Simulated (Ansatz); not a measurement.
# H5C2O2: the cost of one run

Program: Ansatz 0.2.0. Level of theory: DFT PBE+D3(BJ), plane waves, PAW, scalar-relativistic, no spin polarisation. These are calculated values, not measurements.

## Step 1: The system as given

The cell holds 36 atoms (C8H20O8): a = 7.937 Å, b = 7.937 Å, c = 7.937 Å, α = 90.00°, β = 90.00°, γ = 90.00°.

Its coordinates follow in the input file.

## Step 2: Relaxing the start

Contents of input.yaml:

```yaml
accuracy: low
crystal:
  lattice:
    - [7.937005, 0.0, 0.0]
    - [0.0, 7.937005, 0.0]
    - [0.0, 0.0, 7.937005]
  atoms:
    - { symbol: C, position: [0.7687143, 0.3757705, 0.1294296] }
    - { symbol: O, position: [0.6036897, 0.3894581, 0.1981359] }
    - { symbol: H, position: [0.7537606, 0.3228453, 0.0036548] }
    - { symbol: H, position: [0.6146506, 0.4364894, 0.3104026] }
    - { symbol: H, position: [0.8311757, 0.4985185, 0.1182416] }
    - { symbol: H, position: [0.849389, 0.2913119, 0.2032674] }
    - { symbol: C, position: [0.8371719, 0.7018857, 0.4595909] }
    - { symbol: O, position: [1.0105694, 0.7457565, 0.4473568] }
    - { symbol: H, position: [0.7815581, 0.7895128, 0.5494386] }
    - { symbol: H, position: [1.0621811, 0.6688048, 0.3676665] }
    - { symbol: H, position: [0.7711538, 0.7149864, 0.3389109] }
    - { symbol: H, position: [0.8188452, 0.573265, 0.5066496] }
    - { symbol: O, position: [0.6133381, 0.4738467, 0.7266287] }
    - { symbol: C, position: [0.4833379, 0.4667049, 0.6448957] }
    - { symbol: H, position: [0.4834569, 0.4476656, 0.5071394] }
    - { symbol: H, position: [0.358015, 0.478866, 0.7039344] }
    - { symbol: O, position: [0.1679541, 0.5956015, 1.1228569] }
    - { symbol: C, position: [0.1792635, 0.643595, 0.9772545] }
    - { symbol: H, position: [0.1605439, 0.7766788, 0.9415114] }
    - { symbol: H, position: [0.2088752, 0.556734, 0.8727671] }
    - { symbol: O, position: [0.1649817, 0.0204206, 1.1093788] }
    - { symbol: C, position: [0.1457845, 0.0799074, 0.9689363] }
    - { symbol: H, position: [0.1282248, 0.2162728, 0.9480687] }
    - { symbol: H, position: [0.1448552, 0.0008343, 0.8545428] }
    - { symbol: O, position: [0.5025803, 0.7377482, 0.0489926] }
    - { symbol: C, position: [0.5242659, 0.8893795, 0.0359921] }
    - { symbol: H, position: [0.4379602, 0.970526, -0.0368494] }
    - { symbol: H, position: [0.6314571, 0.9542701, 0.0963127] }
    - { symbol: O, position: [0.1336795, 0.1903934, 0.5204553] }
    - { symbol: C, position: [0.2699159, 0.1688281, 0.5883221] }
    - { symbol: H, position: [0.3896377, 0.1759329, 0.5179266] }
    - { symbol: H, position: [0.2814043, 0.1409536, 0.7240805] }
    - { symbol: O, position: [0.8132011, 0.0823038, 0.5367322] }
    - { symbol: C, position: [0.7370133, 0.1583271, 0.4269724] }
    - { symbol: H, position: [0.7036324, 0.2927388, 0.4395628] }
    - { symbol: H, position: [0.6970173, 0.097134, 0.3086719] }
basis:
  ecutwfc: 420.0
kpoints:
  mp_grid: { grid: [1, 1, 1] }
hamiltonian:
  xc: pbe
  dispersion: d3bj
scf:
  occupations: { method: fermi_dirac, width: 0.05 }
  lower_state_search: "off"
relax:
  f_tol: 0.3
  max_steps: 15
  adjacent_minimum: "off"
```

Run with:

```sh
$ ansatz run input.yaml --threads 1 --pin off --max-ram 3072MiB --backend cpu --events-out ev --progress --plain --runs-dir out
```

Q: Estimate wall time and peak memory on 1 thread of Arm Neoverse V2, shared host.

About 38 s, with a peak of 0.46 GiB.
